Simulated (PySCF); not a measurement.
# C8H8O2: the cost of one run

Computed with PySCF 2.14.0 and routines of our own; the level stands in each step. Atoms count from 0.

## 1. The starting structure

18 atoms, charge 1, multiplicity 2; geometry from: GFN2-xTB.

## 2. Open-shell or spin-flip excitations: unrestricted TDDFT CAM-B3LYP/def2-SVP

The job: settings as JSON, then the geometry in Å.

```
{"job": {"kind": "uabs", "xc": "CAM-B3LYP", "basis": "def2-SVP", "nstates": 10, "tda": false}, "charge": 1, "multiplicity": 2}
C     -1.861605    -1.419918     0.256991
C     -1.278619    -0.215478     0.042306
C     -2.084662     1.013515    -0.143579
C      0.181611    -0.087979     0.043104
C      0.827909     1.120265     0.418404
C      2.191051     1.195266     0.324017
O      2.954553     0.214168    -0.081544
C      2.429932    -1.002152    -0.475015
O      3.171167    -1.891213    -0.783145
C      0.977061    -1.118812    -0.416943
H     -1.303309    -2.330263     0.399417
H     -2.932996    -1.498468     0.354646
H     -2.141305     1.565201     0.800069
H     -1.636194     1.686109    -0.874012
H     -3.100407     0.771474    -0.444636
H      0.269198     1.973913     0.760824
H      2.747473     2.096156     0.560084
H      0.580383    -2.065466    -0.752645
```

With the program's defaults for keys left out, this is: unrestricted TDDFT CAM-B3LYP/def2-SVP, vertical, gas phase, core orbitals frozen in the response.

Started as:

```sh
$ OMP_NUM_THREADS=1 python excited_run.py task.json out
```

This one command runs all jobs of the session in turn.

Q: Estimate the wall time and peak memory of this first job on 1 thread of Intel Xeon at 2.50GHz, shared host.

About 5.4 min, with a peak of 0.82 GiB.
